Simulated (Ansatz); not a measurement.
# Bi2Te2Se: the cost of one run

Computed with Ansatz 0.2.0 (DFT LDA, scalar-relativistic, plane waves, PAW, unless a step's input says otherwise).

2 further runs of the same task are left out: 2 set aside as unsound or not needed.

## (1) Starting point

Symmetry: R-3m, No. 166, trigonal system. The conventional cell has a = 4.261 Å, b = 4.261 Å, c = 29.379 Å, α = 90.00°, β = 90.00°, γ = 120.00°. Bi (site symmetry 3m) is surrounded by 3 Te at 3.02 Å and 3 Se at 3.05 Å. Te (site symmetry 3m) is surrounded by 3 Bi at 3.02 Å. Se (site symmetry -3m) has 6 Bi at 3.05 Å as nearest neighbours.

Structure file:

```cif
data_structure
_symmetry_space_group_name_H-M 'R-3m:H'
_symmetry_Int_Tables_number 166
_cell_length_a 4.2612
_cell_length_b 4.2612
_cell_length_c 29.3791
_cell_angle_alpha 90.000
_cell_angle_beta 90.000
_cell_angle_gamma 120.000
_cell_volume 461.98
loop_
_atom_site_label
_atom_site_type_symbol
_atom_site_symmetry_multiplicity
_atom_site_Wyckoff_symbol
_atom_site_fract_x
_atom_site_fract_y
_atom_site_fract_z
_atom_site_occupancy
Bi1 Bi 6 c 0.66667 0.33333 0.93854 1
Te1 Te 6 c 0.33333 0.66667 0.87868 1
Se1 Se 3 a 0.00000 0.00000 0.00000 1
```

It goes back to an entry of the Materials Project.

This cell was relaxed beforehand with the same method: volume 30.80 Å³/atom, gap on the mesh 0.07 eV.

## (2) Tight relaxation for the response runs

Response functions are second derivatives at a minimum, so forces and stress are first brought close to zero on the mesh and occupations that the response runs use.

Contents of input.yaml:

```yaml
crystal:
  lattice:
    - [2.1305764737, 1.2300889006, 9.7930242363]
    - [-2.1305764737, 1.2300889006, 9.7930242363]
    - [0.0, -2.4601778012, 9.7930242363]
  atoms:
    - { symbol: Bi, position: [0.6052038228, 0.6052038228, 0.6052038228] }
    - { symbol: Bi, position: [0.3947961772, 0.3947961772, 0.3947961772] }
    - { symbol: Te, position: [0.2120164727, 0.2120164727, 0.2120164727] }
    - { symbol: Te, position: [0.7879835273, 0.7879835273, 0.7879835273] }
    - { symbol: Se, position: [0.0, 0.0, 0.0] }
basis:
  ecutwfc: 420
kpoints:
  mp_grid: { grid: [12, 12, 12] }
hamiltonian:
  xc: lda
scf:
  occupations: { method: gaussian, width: 0.01 }
output:
  forces: true
  stress: true
  eigenvalues: true
relax:
  adjacent_minimum: "off"
  f_tol: 0.001
  max_steps: 60
  cell: { stress_tol: 0.01 }
```

Command:

```bash
ansatz run input.yaml --threads 2 --pin off --max-ram 6144MiB --backend cpu --events-out ev --progress --plain --runs-dir out
```

What time and memory should one allow on 2 threads of AMD EPYC 7R32 (Zen 2), shared host?

About 2 min, with a peak of 1.2 GiB.
